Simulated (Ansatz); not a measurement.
# C₄O₄Os: small, medium and large basis sets

How large a basis does C₄O₄Os need? Two functionals are run in growing sets.

The runs use Ansatz 0.2.0, Gaussian basis; one geometry, several basis sets.

Levels to be run: PBE0-D4/def2-SVP; ωB97M-V/def2-SVP; PBE0-D4/def2-QZVPP; ωB97M-V/def2-QZVPP; the functionals' def2-TZVPP values are taken from earlier runs.

## 1. Structure used throughout

The geometry comes from an earlier relaxation with PBE0-D4 in a triple-zeta def2 set; it is a stationary point, not always the lowest conformer. Os takes the def2 core potential; no spin-orbit term is included.

SMILES `[O+]#[C][Os-4]([C]#[O+])([C]#[O+])[C]#[O+]`, 9 atoms, charge 0, spin multiplicity 1.

Atoms are counted from 1 here; the program's logs count them from 0.

Bond lengths: O1–C2 1.140 Å, C2–Os3 1.930 Å, Os3–C4 1.930 Å, Os3–C6 1.931 Å, Os3–C8 1.931 Å, C4–O5 1.140 Å, C6–O7 1.140 Å, C8–O9 1.140 Å. Angles: O1–C2–Os3 169.7°, C2–Os3–C4 148.1°, C2–Os3–C6 94.3°, C2–Os3–C8 94.3°, C4–Os3–C6 94.3°, C4–Os3–C8 94.3°, C6–Os3–C8 148.4°, Os3–C4–O5 169.7°, Os3–C6–O7 169.8°, Os3–C8–O9 169.8°.

## 2. PBE0-D4 in def2-SVP

in.yaml

```yaml
crystal:
  periodic: [false, false, false]
  atoms:
    - {symbol: O, position_ang: [2.512755, -1.132894, -1.322917]}
    - {symbol: C, position_ang: [1.650601, -0.685496, -0.726781]}
    - {symbol: Os, position_ang: [0.000726, 0.000940, 0.002675]}
    - {symbol: C, position_ang: [-1.883465, 0.339344, -0.243613]}
    - {symbol: O, position_ang: [-2.968026, 0.456611, -0.573499]}
    - {symbol: C, position_ang: [0.509066, 1.851633, -0.206404]}
    - {symbol: O, position_ang: [0.835557, 2.940677, -0.128717]}
    - {symbol: C, position_ang: [-0.275591, -1.504779, 1.178947]}
    - {symbol: O, position_ang: [-0.381623, -2.266037, 2.020309]}
basis:
  gaussian: {orbitals: def2-SVP}
hamiltonian: {xc: pbe0, dispersion: d4}
output: {orbitals: {seedname: orbitals}}
```

The run is started by

```bash
$ ansatz run in.yaml --threads 8 --pin off --events-out ev --progress --plain --max-ram 20889MiB
```

Further steps of the session: ωB97M-V in def2-SVP; PBE0-D4 in def2-QZVPP; ωB97M-V in def2-QZVPP.

**Question.** What will the summary of the whole plan be? Wanted: PBE0-D4: double and triple zeta above quadruple; ωB97M-V: double and triple zeta above quadruple.

The runs gave:

| quantity | value |
| --- | --- |
| PBE0-D4: double and triple zeta above quadruple | 15.64, 0.66 eV |
| ωB97M-V: double and triple zeta above quadruple | 15.94, 0.61 eV |

In words: For PBE0-D4 the step from double to triple zeta gains 14.98 eV and the next only 0.66 eV. Total energies overstate the basis error of differences, where much of it tends to cancel.
